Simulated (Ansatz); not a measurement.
# Si3C: the cost of one run

Computed with Ansatz 0.2.0 (DFT PBE, scalar-relativistic, plane waves, PAW, unless a step's input says otherwise).

### 1 The system as given

The structure is hexagonal, space group P-6m2 (No. 187). Conventional cell: a = 2.749 Å, b = 2.749 Å, c = 8.923 Å, α = 90.00°, β = 90.00°, γ = 120.00°. Si (site symmetry 3m) has 3 C at 2.74 Å and 9 Si at 2.74 to 2.75 Å as nearest neighbours. Si (site symmetry -6m2) has 12 Si at 2.74 to 2.75 Å as nearest neighbours. C (site symmetry -6m2) has 6 Si at 2.74 Å and 6 C at 2.75 Å as nearest neighbours.

Coordinates:

```
CELL_PARAMETERS angstrom
2.74911 0.00000 0.00000
-1.37456 2.38080 0.00000
0.00000 0.00000 8.92304
ATOMIC_POSITIONS crystal
Si 0.33333 0.66667 0.75000
Si 0.33333 0.66667 0.25000
Si 0.66667 0.33333 0.50000
C 0.66667 0.33333 0.00000
```

The start is an ordering of an alloy on its end members' structure types: elements ordered on the sites of the Cu type, Si/C on Cu (P-6m2, No. 187).

### 2 Probe: one point on a coarse mesh

input.yaml reads:

```yaml
crystal:
  lattice:
    - [2.74911447, 0.0, 0.0]
    - [-1.37455724, 2.38080297, 0.0]
    - [0.0, 0.0, 8.92304385]
  atoms:
    - { symbol: Si, position: [0.33333333, 0.66666667, 0.75] }
    - { symbol: Si, position: [0.33333333, 0.66666667, 0.25] }
    - { symbol: Si, position: [0.66666667, 0.33333333, 0.5] }
    - { symbol: C, position: [0.66666667, 0.33333333, 0.0] }
basis:
  ecutwfc: 420
kpoints:
  mp_grid: { grid: [6, 6, 2] }
hamiltonian:
  xc: pbe
scf:
  occupations: { method: gaussian, width: 0.1 }
  lower_state_search: "off"
output:
  forces: true
  stress: true
  eigenvalues: true
```

The run is started by

```sh
$ ansatz run input.yaml --threads 1 --pin off --max-ram 2560MiB --backend cpu --events-out ev --progress --plain --runs-dir out
```

What time and memory should one allow on 1 thread of Intel Xeon at 2.70GHz, shared host?

About 1.5 s, with a peak of 0.32 GiB.
